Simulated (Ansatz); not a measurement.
# Manganese, beta-Sn type under LDA: structure, energy and stiffness

Aim: take manganese in the beta-Sn type structure, relax it, solve it on a dense k-mesh, switch on spin-orbit coupling, then scale the cell to 7 volumes from 88 to 112 % of the relaxed one and try a fit of the equation of state. The start is antiferromagnetic (alternate layers). The k-meshes are 14×14×10 for the relaxation; 24×24×13 for the dense run; 15×15×8 for spin-orbit coupling; 17×17×9 for the volumes.

Computed with Ansatz 0.2.0 (DFT LDA (PW92), plane waves (420 eV) with PAW, scalar-relativistic; the PAW data stem from PBE, with regenerated cores, unless a step says otherwise).

### 1 The system as given

Symmetry: I4_1/amd, No. 141, tetragonal system. Conventional cell: a = 4.488 Å, b = 4.488 Å, c = 2.450 Å, α = 90.00°, β = 90.00°, γ = 90.00°. Mn (site symmetry -4m2) is surrounded by 6 Mn at 2.33 to 2.45 Å.

Structure file:

```xyz
2
Lattice="-2.2439 2.2439 1.2251 2.2439 -2.2439 1.2251 2.2439 2.2439 -1.2251" Properties=species:S:1:pos:R:3 pbc="T T T"
Mn    0.0000    0.0000    0.0000
Mn    0.0000    2.2439    0.6126
```

The atoms start with moments of +3, -3 μB.

### 2 Relaxing cell and atoms

input.yaml

```yaml
crystal:
  lattice:
    - [-2.2438589898, 2.2438589898, 1.2251470084]
    - [2.2438589898, -2.2438589898, 1.2251470084]
    - [2.2438589898, 2.2438589898, -1.2251470084]
  atoms:
    - { symbol: Mn, position: [0.0, 0.0, 0.0], spin: 3.0 }
    - { symbol: Mn, position: [0.75, 0.25, 0.5], spin: -3.0 }
hamiltonian:
  xc: lda
  pseudopotentials:
    kind: paw
    azcp:
      Mn: "pseudopotentials/Mn.paw.azcp"
basis:
  ecutwfc: 420
  fft_grid_basis: typed
kpoints:
  mp_grid: { grid: [14, 14, 10], shift: [0, 0, 0] }
magnetization:
  spin_polarized: true
scf:
  occupations: { method: fermi_dirac, width: 0.05 }
relax:
  max_steps: 60
  f_tol: 0.01
  cell: {}
```

Launch:

```bash
ansatz run input.yaml --threads 2 --pin off --max-ram 5120MiB --backend cpu --events-out ev --progress --plain --runs-dir out
```

Further steps of the session: The energy on a finer k-mesh; With spin-orbit coupling; Volume × 0.88; Volume × 0.92; Volume × 0.96; Volume × 1.0; Volume × 1.04; Volume × 1.08; Volume × 1.12.

Q: Predict the outcome of this session. Wanted: space group; conventional cell; volume; shortest distance; gap on the mesh; magnetic state; V₀, B₀, B₀′.

The runs gave:

```
                      quantity                                   value
space group (spins left aside)                      P6_3/mmc (No. 194)
             conventional cell  a = 2.431 Å, c = 3.925 Å (c/a = 1.615)
                        volume                          10.039 Å³/atom
             shortest distance                                 2.412 Å
               gap on the mesh            none (levels filled in part)
                magnetic state                            non-magnetic
                   V₀, B₀, B₀′            10.037 Å³/atom, 332 GPa, 4.3
```

In words: The relaxation shrank the cell by 18.6 % in volume. The cell has left its prototype: it ends as hcp. What follows belongs to that structure, not to the type named at the start. The mesh has less symmetry than the lattice, which may have let the distortion in. The starting moments do not survive. Levels at the Fermi energy are filled in part, as in a metal. Totals with and without spin-orbit coupling (-0.15 eV/atom apart) can't be read as binding, since the two-component data shift the zero of energy. The fitted modulus is 332 GPa, among the stiffest elements; letting shape and positions relax at each volume could only lower it.
